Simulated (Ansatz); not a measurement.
# NbCo3: the cost of one run

All numbers are computed with the Python package of Ansatz 0.2.0. The levels of theory stand in the script.

## (1) Starting point

It takes space group Pm-3m (No. 221, cubic). Conventional cell: a = 3.614 Å, b = 3.614 Å, c = 3.614 Å, α = 90.00°, β = 90.00°, γ = 90.00°. Nb (site symmetry m-3m) has 12 Co at 2.56 Å as nearest neighbours. Around Co (site symmetry 4/mmm) lie 4 Nb at 2.56 Å and 8 Co at 2.56 Å.

The script holds or builds the structure itself.

## (2) Script

Input file nbco3.py:

```python
"""One structure of NbCo3 under several functionals."""

import ansatz
import pandas as pd

xtal = (
    ansatz.Lattice.cubic(3.614478)
    .space_group(221)
    .atom("Nb", [0.0, 0.0, 0.0])
    .atom("Co", [0.5, 0.5, 0.0])
    .moments(Co=2.5)
)

base = xtal.calculation()
base = base.kpoints(6, 6, 6).occupations("fermi_dirac", width=0.15)
base = base.spin("collinear")
base = base.forces()
base = base.stress()

rows = []
for value in ["pbesol", "blyp", "lda"]:
    data = base.functional(value).run(threads=1, pin="off").report
    rows.append((value, data["free_energy_ev"] / len(data["lattice"]["sites"]), data["n_iterations"], sum(data["stress_gpa"][i][i] for i in range(3)) / 3, max(abs(f) for row in data["forces_ev_ang"] for f in row), data["magnetization_mub"], data["n_kpoints"]))

table = pd.DataFrame(rows, columns=["functional", "F/atom (eV)", "iterations", "P (GPa)", "max component (eV/A)", "moment (muB)", "k-points"])
print(table.round(5).to_string(index=False))
```

## (3) What the engine is handed

The engine receives this input (first run):

```yaml
crystal:
  lattice:
    bravais: cubic
    a: 3.614478
  space_group: 221
  atoms:
    - { symbol: Nb, position: [0.0, 0.0, 0.0] }
    - { symbol: Co, position: [0.5, 0.5, 0.0] }
kpoints:
  mp_grid:
    grid: [6, 6, 6]
hamiltonian:
  xc: pbesol
magnetization:
  spin_polarized: true
  per_species:
    Co: 2.5
scf:
  occupations:
    method: fermi_dirac
    width: 0.15
output:
  forces: true
  stress: true
```

## (4) The run

Started as:

```
python nbco3.py
```

**Question.** How long does this script take on 1 thread of Arm Neoverse V2, shared host, and how much memory does it need?

About 54 s, with a peak of 0.53 GiB.
